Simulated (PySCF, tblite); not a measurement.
**Li₂F₂, a complex of two parts: NMR shifts, interaction energy, infrared bands, spin-spin couplings, core binding energies and electronic excitations**

One table from this session's results is given with a row withheld; the runs are named, their logs left out.

Computed with tblite 0.8.0 and PySCF 2.14.0; each step states its level. No surroundings beyond the atoms listed, unless a continuum is named. Atoms count from 0, parts from 1.

## Starting point

4 atoms, charge 0, multiplicity 1; geometry: rigid parts in contact. Parts: 1 = atoms 0–1, `[Li][F]`, charge 0; 2 = atoms 2–3, `[Li][F]`, charge 0.

The first run:

Job settings and geometry (Å):

```
{"job": {"kind": "dock", "xc": "GFN2-xTB", "basis": "xTB"}, "charge": 0, "multiplicity": 1, "parts": [{"atoms": "0-1", "charge": 0, "multiplicity": 1}, {"atoms": "2-3", "charge": 0, "multiplicity": 1}]}
Li     0.207121     0.227101    -0.695400
F     -0.207121    -0.227101     0.695400
Li    -1.705194     2.670706     0.369845
F     -0.934640     2.401190    -0.913053
```

With the program's defaults for keys left out, this is: GFN2-xTB search for minima from random contacts, gas phase.

Launch:

```console
> OMP_NUM_THREADS=1 python cluster_run.py task.json out
```

The driver reads the jobs from task.json and runs them one after another.

Steps of the session up to this table: Bringing the parts together with GFN2-xTB; Relaxing the molecule at PBE0-D3(BJ)/def2-TZVPD; Nuclear shieldings: PBE0/pcSseg-3; Coupled-cluster interaction energy: CCSD(T) and MP2.

One of the session's tables, all rows but one given; the rest of the session is left out.

It belongs to the step «Coupled-cluster interaction energy: CCSD(T) and MP2». 

```
                 method  interaction energy (kcal/mol)
         HF/aug-cc-pVDZ                         -69.90
        MP2/aug-cc-pVDZ                              ?
       CCSD/aug-cc-pVDZ                         -64.72
    CCSD(T)/aug-cc-pVDZ                         -63.84
         HF/aug-cc-pVQZ                         -70.45
        MP2/aug-cc-pVQZ                         -64.48
    SCS-MP2/aug-cc-pVQZ                         -64.77
      MP2, extrapolated                         -64.74
CCSD(T), limit estimate                         -65.85
```

Estimate the missing values for MP2/aug-cc-pVDZ.

The run gave: interaction energy (kcal/mol): -62.73. In the column «interaction energy (kcal/mol)» it is the highest.

To keep in mind: The interaction energy leaves out the deformation of the parts, 5.03 kcal/mol (MP2); added to the CCSD(T) estimate it gives a binding of about -60.82 kcal/mol.
